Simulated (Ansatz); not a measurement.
# GeWCl3: one candidate of a structure search, part 2 of 2

Aim: relax a trial structure of GeWCl3 and see where it ends.

Ansatz 0.2.0; DFT PBE, scalar-relativistic, plane waves, PAW. Earlier steps stand in the parts before.

## (4) Relaxation on the finer mesh

The end of the coarse run is made exact in the group found at a tolerance of 0.06 Å and reduced to its primitive cell.

File input.yaml:

```yaml
crystal:
  lattice:
    - [5.1343787065, 0.0, 0.0]
    - [0.0, 5.1343787065, 0.0]
    - [0.0, 0.0, 5.1343787065]
  atoms:
    - { symbol: Ge, position: [0.5, 0.5, 0.5] }
    - { symbol: W, position: [0.0, 0.0, 0.0], spin: 4.68 }
    - { symbol: Cl, position: [0.0, 0.5, 0.5] }
    - { symbol: Cl, position: [0.5, 0.0, 0.5] }
    - { symbol: Cl, position: [0.5, 0.5, 0.0] }
basis:
  ecutwfc: 420
kpoints:
  mp_grid: { grid: [8, 8, 8] }
hamiltonian:
  xc: pbe
scf:
  occupations: { method: gaussian, width: 0.1 }
output:
  forces: true
  stress: true
  eigenvalues: true
  populations: true
  write_density: true
  write_potential: true
  elf: true
  volumetric_format: npy
magnetization:
  spin_polarized: true
relax:
  adjacent_minimum: "off"
  f_tol: 0.01
  max_steps: 80
  cell: { stress_tol: 0.05 }
```

Launch:

```bash
$ ansatz run input.yaml --threads 1 --pin off --max-ram 2560MiB --backend cpu --events-out ev --progress --plain --runs-dir out
```

Standard output:

```text
Warning: where an SCF of this run starts from atoms to list the orders of its open shells, W (site 1, from 0) starts with 4.00 μB on its 5d shell, in the place of the 4.68 μB that the deck gives it: its open shells can hold no more by Hund's first rule. To start from spheres of the given moment, type scf.initial_density.shell_occupations: []
Warning: RAYON_NUM_THREADS=1 ignored (pool sized by the plan → 1); use --threads N
Engine: ansatz 0.2.0, x86_64-unknown-linux-gnu
Pseudopotentials: kind: paw
Pseudopotential: Ge, paw, valence charge 14, recommended cutoff 420 eV (normal), Ge.paw.azcp
Pseudopotential: W, paw, valence charge 14, recommended cutoff 420 eV (normal), W.paw.azcp
Pseudopotential: Cl, paw, valence charge 7, recommended cutoff 420 eV (normal), Cl.paw.azcp
Functional definition: PBE
  parameter kappa = 0.804
  parameter beta = 0.06672455060314922
  exchange = pbe_x(kappa = kappa, mu = beta*pi^2/3)
  correlation = pbe_c(beta = beta)
Crystal: 5 atoms, lattice volume = 135.352 Å³
Basis set: ecut = 420 eV, 2601 PW (Γ), exchange–correlation on 72×72×72 points (8 copies of the dense FFT grid, shifted against one another)
Bands: 33, of which v1, the nominal top of the filled ones, is band 25 counted from 1 (24 counted from 0)
Symmetry: 48 space group operations
Space group: Pm-3m (ITA 221), of the structure as read, at distance tolerance 5.1e-5 Å
Magnetic group: BNS 221.92 (UNI 1594), of the structure as read, at distance tolerance 5.1e-5 Å
k-points: 35 of 512
Non-local potential: Ge, projectors of the file, l = 0: 2, l = 1: 2, l = 2: 3, l = 3: 1
Non-local potential: W, projectors of the file, l = 0: 3, l = 1: 2, l = 2: 2, l = 3: 1
Non-local potential: Cl, projectors of the file, l = 0: 2, l = 1: 2, l = 2: 2
PAW form: soft (Blöchl's): semilocal exchange-correlation on the pseudo side does not see the compensation charge
PAW one-centre angular grid: Ge, 590 points (default); XC on 64 Gauss nodes
PAW one-centre angular grid: W, 590 points (default); XC on 64 Gauss nodes
PAW one-centre angular grid: Cl, 110 points (default); XC on 64 Gauss nodes
Initial density: superposition of atomic densities (chi_scale 0.1, normalization cell, long waves kept (reshape's long-wave potential 0.00 eV rms))
Starting moments: Σ|m| = 4.68 μB on 1 of 5 sites
Initial wavefunctions: pseudopotential atomic-orbital guess
Functional: x = pbe(κ = 0.804, μ = 0.2195149727645171), c = pbe(β = 0.06672455060314922)
SCF iter   1: F=—  HF=-17914.224366 eV  |F-HF|=—  |Δ(HF+E_count)|=         —  Δρ=1.99e-2 (↑1.99e-2 ↓1.61e-2)  dr2=1.61e0  dr2_m=9.86e-2  M=4.972 μB ∫|m|=4.972 μB  β_m=0.30  ethr=3.10e-3  ⟨swp⟩=5.9  Hψ=9944  notcnv=0  defer=5
Mixer restart at iter 1: flushing history
preconditioner: auto → Kerker (q_TF=auto, 2.303 Å⁻¹)  [metal: Δε(μ)=0.001 eV  Ē_g=8.486 eV  σ=0.100 eV  W_gap=0.01  n_scr=26 (ndim 8)  ℏωp=17.8 eV  f_vac=0.002  D(μ)=9.49/eV (n_scr^D=92)]
spin=Collinear: Kerker preconditioning applied to the charge; magnetization (m = ρ↑ − ρ↓) channel mixes plain (no charge-response kernel on spin).
SCF iter   2: F=—  HF=-17914.177296 eV  |F-HF|=—  |Δ(HF+E_count)|=   4.71e-2  Δρ=1.42e-2 (↑1.42e-2 ↓1.12e-2)  dr2=8.40e-1  dr2_m=5.27e-2  M=5.006 μB ∫|m|=5.006 μB  β_m=0.60  ethr=3.10e-3  ⟨swp⟩=2.0  Hψ=3201  notcnv=0  defer=140
SCF iter   3: F=—  HF=-17914.253683 eV  |F-HF|=—  |Δ(HF+E_count)|=   7.64e-2  Δρ=3.16e-3 (↑3.16e-3 ↓3.08e-3)  dr2=7.59e-2  dr2_m=1.19e-3  M=5.028 μB ∫|m|=5.029 μB  β_m=0.62  ethr=1.72e-3  ⟨swp⟩=3.2  Hψ=4485  notcnv=0  defer=160
SCF iter   4: F=—  HF=-17914.241817 eV  |F-HF|=—  |Δ(HF+E_count)|=         —  Δρ=1.44e-3 (↑1.38e-3 ↓1.44e-3)  dr2=9.10e-3  dr2_m=9.08e-4  M=5.030 μB ∫|m|=5.034 μB  β_m=0.62  ethr=1.55e-4  ⟨swp⟩=2.1  Hψ=4738  notcnv=0  defer=155
Mixer restart at iter 4: flushing history
SCF iter   5: F=—  HF=-17914.243583 eV  |F-HF|=—  |Δ(HF+E_count)|=   1.77e-3  Δρ=8.38e-4 (↑8.38e-4 ↓7.67e-4)  dr2=3.81e-3  dr2_m=2.92e-4  M=5.030 μB ∫|m|=5.033 μB  β_m=0.81  ethr=1.86e-5  ⟨swp⟩=1.7  Hψ=2696  notcnv=0  defer=155
SCF iter   6: F=—  HF=-17914.246256 eV  |F-HF|=—  |Δ(HF+E_count)|=   2.67e-3  Δρ=3.43e-4 (↑3.43e-4 ↓2.19e-4)  dr2=7.46e-4  dr2_m=1.36e-5  M=5.031 μB ∫|m|=5.034 μB  β_m=0.82  ethr=7.77e-6  ⟨swp⟩=2.0  Hψ=3952  notcnv=0  defer=155
SCF iter   7: F=—  HF=-17914.246350 eV  |F-HF|=—  |Δ(HF+E_count)|=   9.42e-5  Δρ=1.68e-4 (↑1.68e-4 ↓1.53e-4)  dr2=2.74e-4  dr2_m=3.23e-6  M=5.032 μB ∫|m|=5.035 μB  β_m=0.83  ethr=1.52e-6  ⟨swp⟩=2.0  Hψ=3584  notcnv=0  defer=155
SCF iter   8: F=—  HF=-17914.246354 eV  |F-HF|=—  |Δ(HF+E_count)|=   3.89e-6  Δρ=1.17e-4 (↑1.17e-4 ↓6.86e-5)  dr2=5.06e-5  dr2_m=3.88e-6  M=5.033 μB ∫|m|=5.037 μB  β_m=0.92  ethr=5.60e-7  ⟨swp⟩=2.0  Hψ=3601  notcnv=0  defer=155
SCF iter   9: F=—  HF=-17914.246368 eV  |F-HF|=—  |Δ(HF+E_count)|=   1.37e-5  Δρ=5.51e-5 (↑5.51e-5 ↓3.02e-5)  dr2=1.60e-5  dr2_m=3.89e-7  M=5.034 μB ∫|m|=5.038 μB  β_m=0.96  ethr=1.03e-7  ⟨swp⟩=2.8  Hψ=4198  notcnv=0  defer=155
SCF iter  10: F=—  HF=-17914.246371 eV  |F-HF|=—  |Δ(HF+E_count)|=   2.79e-6  Δρ=1.41e-5 (↑1.41e-5 ↓8.06e-6)  dr2=8.80e-7  dr2_m=5.95e-8  M=5.034 μB ∫|m|=5.037 μB  β_m=0.98  ethr=3.27e-8  ⟨swp⟩=2.0  Hψ=3727  notcnv=0  defer=155
SCF iter  11: F=—  HF=-17914.246372 eV  |F-HF|=—  |Δ(HF+E_count)|=   9.55e-7  Δρ=3.54e-6 (↑3.54e-6 ↓2.92e-6)  dr2=7.66e-8  dr2_m=1.68e-9  M=5.034 μB ∫|m|=5.038 μB  β_m=0.99  ethr=1.80e-9  ⟨swp⟩=2.6  Hψ=3699  notcnv=0  defer=155
SCF iter  12: F=-17914.246372 eV  HF=-17914.246372 eV  |F-HF|=1.18e-9  |Δ(HF+E_count)|=   1.24e-7  Δρ=1.53e-6 (↑1.53e-6 ↓5.87e-7)  dr2=8.19e-9  dr2_m=5.87e-10  M=5.034 μB ∫|m|=5.038 μB  ethr=1.56e-10  ⟨swp⟩=11.1  Hψ=14745  notcnv=0
SCF 1 converged in 12 iterations: F = -17914.246372 eV  dr2 = 8.19e-9
relax step   1: F+E_penalty+E_count = -17914.24637168 eV  Δ(F+E_penalty+E_count) = +0.000e0 eV  max|allowed force component| = 1.178e-29 eV/Å  Δτ_max = 0.0000 Å  P = +0.186 GPa  Ω = 135.352 Å³  (12 SCF iters, dr2 threshold 1.00e-7 eV, accepted)
[... 16 lines left out ...]
relax step   2: F+E_penalty+E_count = -17914.24676105 eV  Δ(F+E_penalty+E_count) = -3.894e-4 eV  max|allowed force component| = 7.021e-30 eV/Å  Δτ_max = 0.0000 Å  P = +0.071 GPa  Ω = 135.894 Å³  energy of the carried Pulay correction = -4.558e-5 eV  (8 SCF iters, dr2 threshold 8.68e-8 eV, accepted)
[... 13 lines left out ...]
relax step   3: F+E_penalty+E_count = -17914.24680861 eV  Δ(F+E_penalty+E_count) = -4.756e-5 eV  max|allowed force component| = 2.259e-29 eV/Å  Δτ_max = 0.0000 Å  P = +0.001 GPa  Ω = 136.231 Å³  energy of the carried Pulay correction = -7.388e-5 eV  (8 SCF iters, dr2 threshold 1.27e-8 eV, accepted)
[... 13 lines left out ...]
relax step   4: F+E_penalty+E_count = -17914.24688622 eV  Δ(F+E_penalty+E_count) = -7.761e-5 eV  max|allowed force component| = 8.112e-30 eV/Å  Δτ_max = 0.0000 Å  P = +0.001 GPa  Ω = 136.231 Å³  stress off target by 7.92e-4 GPa  SCF on the basis re-selected at this cell (its energy is not comparable with the rows above)  (8 SCF iters)
basis re-selected at this cell: Δ(F+E_penalty+E_count) = -7.761e-5 eV, ΔP = +0.000 GPa vs the last step (what re-selecting the basis moved, of the pressure what is left beyond the Pulay correction that the steps carried, after the strain that the cell walked since its last selection, with what the two solves' SCF thresholds leave and, on support functions, any second-order correction that the steps lacked; it is no measure of the basis error at this ecutwfc). This SCF's stress stands 7.92e-4 GPa from its target on what of the cell is left free (relax.cell.stress_tol is 5.00e-2 GPa) and its largest allowed force component is 8.11e-30 eV/Å (relax.f_tol is 1.00e-2 eV/Å): within both
SCF converged after 8 iterations
Magnetization: 5.0323 μB (27.0161 up, 21.9839 down)
Absolute magnetization: 5.0355 μB (∫|ρ↑−ρ↓|, with the PAW one-centre terms)
Spin contamination: 0.0314 ħ² per cell (⟨S²⟩ above its minimum at these occupations)
Per-site moments (μB) at R_I (Å): [(-0.0001486842551136112, 1.061253868994296), (4.257238046751815, 1.500839614652653), (0.024315093379446352, 1.061253868994296), (0.024315093379446776, 1.061253868994296), (0.024315093379446446, 1.061253868994296)]
Free energy (F): -17914.246886 eV
Harris-Foulkes:  -17914.246886 eV  (|F-HF|=3.64e-12)
Internal energy: -17914.208746 eV  (E = F + TS)
E sigma→0 (E₀):  -17914.227816 eV
Entropy (-TS):   -0.038140 eV (-7.628 meV/atom)
Fermi energy:    5.286072 eV
--- Per-component energies (eV) ---
  E_band       = -532.406252
  E_kinetic    = 1037.135503
  E_local      = -4737.317284  (includes V_loc(G=0)·N_el)
  E_nonlocal   = 505.681562
  E_hartree    = 1870.238699
  E_xc         = -657.483885
  E_vxc        = -660.759623  (∫ρ·V_xc dr)
  E_paw        = -12554.869031  (= ΣΔE_a)
  E_vpaw       = -417.624347  (= ΣTr[D̂ρ^β])
  E_aug_tail   = 0.000513  (compensation charges beyond the density's cutoff)
  E_ewald      = -3377.594824
  E_smearing   = -0.038140  (= −TS)
  E_closure    = -0.000000  (closes the sum)
  Σ components = -17914.246886   (vs F -17914.246886, Δ=0.00e0)
--- Forces (eV/Å), atoms counted from 1 ---
  atom   1  Ge     0.00000000    -0.00000000     0.00000000
  atom   2  W     -0.00000000     0.00000000    -0.00000000
  atom   3  Cl     0.00000000     0.00000000    -0.00000000
  atom   4  Cl     0.00000000     0.00000000     0.00000000
  atom   5  Cl     0.00000000     0.00000000     0.00000000
  max |Σ_I F_I| component: 1.20e-29 eV/Å
--- Stress (GPa, compression-positive) ---
        0.000792       0.000000      -0.000000
        0.000000       0.000792      -0.000000
       -0.000000       0.000000       0.000792
  P = ⅓ Tr σ = 0.0008 GPa (0.008 kbar)
--- Band table (eV; the first three rows and the last of 70) ---
  k-point 0 ↑: bands = ["-68.7528", "-33.2918", "-33.2918", "-33.2918", "-19.5911", "-19.5911", "-19.5716", "-19.5716", "-19.5716", "-10.6964", "-9.6683", "-9.6683", "-0.8681", "-0.4162", "-0.4162", "-0.4162", "2.4098", "2.4098", "2.4098", "2.4315", "2.4315", "2.4315", "3.6282", "4.6073", "4.6073", "4.8421", "4.8421", "4.8421", "11.5952", "11.5952", "11.5952", "11.8365", "11.8365"]
[... 3 lines left out ...]
--- Relaxed structure (3 steps of the walk, 3 accepted, 1 SCFs on fresh bases) ---
  F+E_penalty+E_count = -17914.24688622 eV   max|allowed force component| = 8.112e-30 eV/Å   (the final SCF, on the basis selected at the relaxed cell)
  cell:  # Å, volume = 136.2310 Å³
    - [5.145473304214768, 1.3481509610710648e-33, 6.419766481290786e-35]
    - [1.3481509610710648e-33, 5.145473304214768, 0.0]
    - [6.419766481290786e-35, 0.0, 5.145473304214768]
  atoms:
    - { symbol: Ge, position: [0.5, 0.5, 0.5] }
    - { symbol: W, position: [1.269885940480727e-37, -2.8084015991871422e-37, 3.907341355539629e-38] }
    - { symbol: Cl, position: [-2.393246580334081e-37, 0.5, 0.5] }
    - { symbol: Cl, position: [0.5, -3.6631325235882947e-38, 0.5] }
    - { symbol: Cl, position: [0.5, 0.5, -1.0745188727805022e-37] }
--- Löwdin populations: 5 sites ---
  site symbol       q [e]    m [muB]
     0     Ge     13.5069     0.0003
     1      W     13.3685     4.9539
     2     Cl      7.3166     0.0155
     3     Cl      7.3166     0.0155
     4     Cl      7.3166     0.0155
  spilling = 0.003565 (of n_electrons = 49.000000)
```

Wall time 93 s (1 thread of Intel Xeon Platinum 8259CL at 2.50GHz (Skylake/Cascade Lake), shared host); peak memory 0.64 GiB.

The steps of the relaxation:

| step | energy from step 1 (eV/cell) | largest force component (eV/Å) | pressure (GPa) | volume (Å³) |
| --- | --- | --- | --- | --- |
| 1 | 0.0000 | 0.0000 | 0.19 | 135.35 |
| 2 | -0.0004 | 0.0000 | 0.07 | 135.89 |
| 3 | -0.0004 | 0.0000 | 0.00 | 136.23 |
| 4 | -0.0005 | 0.0000 | 0.00 | 136.23 |

Step 1 is the start. Step 4 repeats the geometry before it on a plane-wave basis chosen anew for that cell, so its energy need not be comparable with the rows above.

|  | before | after | change |
| --- | --- | --- | --- |
| a (Å) | 5.134 | 5.145 | +0.2 % |
| b (Å) | 5.134 | 5.145 | +0.2 % |
| c (Å) | 5.134 | 5.145 | +0.2 % |
| volume (Å³/atom) | 27.07 | 27.25 | +0.6 % |
| shortest distance (Å) | 2.567 | 2.573 | +0.2 % |
| space group (0.01 Å) | Pm-3m | Pm-3m | same |

Forces and stress were held to the start's 48 operations: a distortion of lower symmetry was not tested.

Site by site:

| atom | moment in the atom's sphere (μB) | Löwdin electrons |
| --- | --- | --- |
| Ge1 | 0.00 | 13.51 |
| W2 | 4.26 | 13.37 |
| Cl3 | 0.02 | 7.32 |
| Cl4 | 0.02 | 7.32 |
| Cl5 | 0.02 | 7.32 |

The Löwdin counts miss 0.18 of the 49 electrons, which the atomic orbitals do not span, so they are no charges.

Density in a lattice plane of the grid's cell (edges 5.15 and 5.15 Å, at 0.500 of the third edge), which holds Ge and Cl.

Ten even steps from ' ' (-0.25 e/Å³) to '@' (56.16 e/Å³):
```
                                                
                                                
                                                
                                                
                                                
                                                
                                                
                        ..                      
                      --++--                    
                    ..++@@++..                  
                      --++--                    
                        ..                      
                                                
                                                
                                                
                                                
                                                
                                                
                                                
                                                
```
Columns run along the first of these edges and rows up along the second, over one cell in 24 and 20 even steps from the bottom left corner. Atoms in the plane (fractional): Ge at (0.50, 0.50), Cl at (1.00, 0.50), Cl at (0.50, 1.00).

ELF in the same plane.

Values, 12 rows by 12 columns:
```
0.02 0.02 0.08 0.53 0.84 0.83 0.69 0.83 0.84 0.53 0.08 0.02
0.14 0.08 0.03 0.17 0.58 0.77 0.81 0.77 0.58 0.17 0.03 0.08
0.66 0.53 0.17 0.05 0.17 0.35 0.43 0.35 0.17 0.05 0.17 0.53
0.88 0.84 0.58 0.17 0.26 0.38 0.40 0.38 0.26 0.17 0.58 0.84
0.74 0.83 0.77 0.35 0.38 0.28 0.10 0.28 0.38 0.35 0.77 0.83
0.19 0.69 0.81 0.43 0.40 0.10 0.38 0.10 0.40 0.43 0.81 0.69
0.74 0.83 0.77 0.35 0.38 0.28 0.10 0.28 0.38 0.35 0.77 0.83
0.88 0.84 0.58 0.17 0.26 0.38 0.40 0.38 0.26 0.17 0.58 0.84
0.66 0.53 0.17 0.05 0.17 0.35 0.43 0.35 0.17 0.05 0.17 0.53
0.14 0.08 0.03 0.17 0.58 0.77 0.81 0.77 0.58 0.17 0.03 0.08
0.02 0.02 0.08 0.53 0.84 0.83 0.69 0.83 0.84 0.53 0.08 0.02
0.01 0.02 0.14 0.66 0.88 0.74 0.19 0.74 0.88 0.66 0.14 0.02
```
Columns run along the first of these edges and rows up along the second, over one cell in 12 and 12 even steps from the bottom left corner. Atoms in the plane (fractional): Ge at (0.50, 0.50), Cl at (1.00, 0.50), Cl at (0.50, 1.00).

Both are smooth fields of the valence electrons: close to the nuclei they are not physical.

Spin density (up less down) in a lattice plane of the grid's cell (edges 5.15 and 5.15 Å, at 0.500 of the third edge), which holds Ge and Cl.

Ten even steps from ' ' (0.00 e/Å³) to '@' (0.01 e/Å³):
```
====--::....    ::**@@##==##@@**::    ....::--==
------::..      ..--**######**--..      ..::----
::::::....        ..--==++==--..        ....::::
......              ....::....              ....
                                                
                                                
==--::..                                  ..::--
@@%%**--..                              ..--**%%
**##%%**--..            ..            ..--**%%##
..==####--..          ..::..          ..--####==
**##%%**--..            ..            ..--**%%##
@@%%**--..                              ..--**%%
==--::..                                  ..::--
                                                
                                                
......              ....::....              ....
::::::....        ..--==++==--..        ....::::
------::..      ..--**######**--..      ..::----
====--::....    ::**@@##==##@@**::    ....::--==
++====--::..    --##@@++..++@@##--    ..::--====
```
Columns run along the first of these edges and rows up along the second, over one cell in 24 and 20 even steps from the bottom left corner. Atoms in the plane (fractional): Ge at (0.50, 0.50), Cl at (1.00, 0.50), Cl at (0.50, 1.00).

The highest ELF values outside the cores: 0.89 in the shell around Cl, 0.8 Å from Cl.

## (5) Changed: ecutwfc 300 eV, occupations.method methfessel_paxton, occupations.width 0.025

File input.yaml:

```yaml
crystal:
  lattice:
    - [5.1454733042, 0.0, 0.0]
    - [0.0, 5.1454733042, 0.0]
    - [0.0, 0.0, 5.1454733042]
  atoms:
    - { symbol: Ge, position: [0.5, 0.5, 0.5] }
    - { symbol: W, position: [0.0, 0.0, 0.0], spin: 4.68 }
    - { symbol: Cl, position: [0.0, 0.5, 0.5] }
    - { symbol: Cl, position: [0.5, 0.0, 0.5] }
    - { symbol: Cl, position: [0.5, 0.5, 0.0] }
basis:
  ecutwfc: "300 eV"
kpoints:
  mp_grid: { grid: [8, 8, 8] }
hamiltonian:
  xc: pbe
scf:
  occupations: { method: methfessel_paxton, width: 0.025 }
output:
  forces: true
  eigenvalues: true
  stress: true
magnetization:
  spin_polarized: true
```

Launch:

```bash
$ ansatz run input.yaml --threads 1 --pin off --max-ram 2560MiB --backend cpu --events-out ev --progress --plain --runs-dir out
```

Standard output, cut to the lines that bear on the results:

```text
Warning: basis.ecutwfc = 300 eV is below the records' recommended 420 eV, and the density's cutoff is lower with it unless basis.ecutrho_ratio is high enough to keep the records' density cutoff: compare with a run at a higher cutoff
Warning: where an SCF of this run starts from atoms to list the orders of its open shells, W (site 1, from 0) starts with 4.00 μB on its 5d shell, in the place of the 4.68 μB that the deck gives it: its open shells can hold no more by Hund's first rule. To start from spheres of the given [...]
Warning: RAYON_NUM_THREADS=1 ignored (pool sized by the plan → 1); use --threads N
[...]
Pseudopotentials: kind: paw
Pseudopotential: Ge, paw, valence charge 14, recommended cutoff 420 eV (normal), Ge.paw.azcp
Pseudopotential: W, paw, valence charge 14, recommended cutoff 420 eV (normal), W.paw.azcp
Pseudopotential: Cl, paw, valence charge 7, recommended cutoff 420 eV (normal), Cl.paw.azcp
Functional definition: PBE
[...]
Crystal: 5 atoms, lattice volume = 136.231 Å³
Basis set: ecut = 300 eV, 1575 PW (Γ), exchange–correlation on 60×60×60 points (8 copies of the dense FFT grid, shifted against one another)
[...]
SCF converged after 12 iterations
Magnetization: 5.0273 μB (27.0137 up, 21.9863 down)
Absolute magnetization: 5.0306 μB (∫|ρ↑−ρ↓|, with the PAW one-centre terms)
Spin contamination: 0.0259 ħ² per cell (⟨S²⟩ above its minimum at these occupations)
Per-site moments (μB) at R_I (Å): [(0.0007826696625232851, 1.06125386899125), (4.259003806483784, 1.5008396146483458), (0.022821849368723116, 1.06125386899125), (0.022821849368723036, 1.06125386899125), (0.02282184936872279, 1.06125386899125)]
Free energy (F): -17914.039407 eV
[...]
E sigma→0 (E₀):  -17914.039149 eV
Entropy (-TS):   -0.001032 eV (-0.206 meV/atom)
Fermi energy:    5.284077 eV
[...]
--- Forces (eV/Å), atoms counted from 1 ---
  atom   1  Ge     0.00000000     0.00000000    -0.00000000
  atom   2  W     -0.00000000     0.00000000     0.00000000
  atom   3  Cl     0.00000000    -0.00000000     0.00000000
  atom   4  Cl    -0.00000000     0.00000000     0.00000000
  atom   5  Cl     0.00000000    -0.00000000    -0.00000000
[...]
--- Stress (GPa, compression-positive) ---
        0.018041      -0.000000       0.000000
       -0.000000       0.018041       0.000000
        0.000000       0.000000       0.018041
  P = ⅓ Tr σ = 0.0180 GPa (0.180 kbar)
--- Band table (eV; the first three rows and the last of 70) ---
[...]
```

Wall time 20 s (1 thread of Intel Xeon Platinum 8259CL at 2.50GHz (Skylake/Cascade Lake), shared host); peak memory 0.5 GiB.

| run | ending | energy change | pressure (GPa) | gap (eV) | abs. moment (μB) | force (eV/Å) | cycles | time |
| --- | --- | --- | --- | --- | --- | --- | --- | --- |
| step 4 | converged | 0 | 0.0 | 0.00 | 5.04 | 0.00 | - | 93 s |
| variant | converged | +37.7 meV/atom (σ→0) | 0.0 | 0.00 | 5.03 | 0.00 | 12 | 20 s |

Changing the cutoff and smearing moves the energy by +37.7 meV/atom (σ→0 values). More than one kind of setting changed, and this run alone doesn't tell their shares apart. The log warns that the cutoff is under what these potentials recommend, so the shift holds truncation error. The variant is not converged in its settings.

## (6) Outcome

What follows sums up all 2 parts. Changes of volume or cell count from the first structure of part 1.

| quantity | value |
| --- | --- |
| symmetry at the end (tolerance 0.05 Å) | space group Pm-3m (No. 221) |
| conventional cell | a = 5.145 Å, b = 5.145 Å, c = 5.145 Å, α = 90.00°, β = 90.00°, γ = 90.00° |
| volume | 27.25 Å³/atom |
| energy over the elements (uncorrected; H, N, O, F and Cl as molecules) | +0.78 eV/atom |
| gap on the mesh | none (metal) |
| total moment | 5.03 μB/cell |

In words: The space group Pm-3m (No. 221) is kept, and the volume per atom grows by 14.6 % from the first guess. With a positive formation energy it can't be a ground state. No finished test with a distortion of lower symmetry is shown, so the end may be a saddle point. Spin-orbit coupling is left out for W. An odd count of electrons in a cell without spin polarisation forces a partly filled band, so those cells are metals by count; spin or a larger cell could change that. Other magnetic orders were not searched.
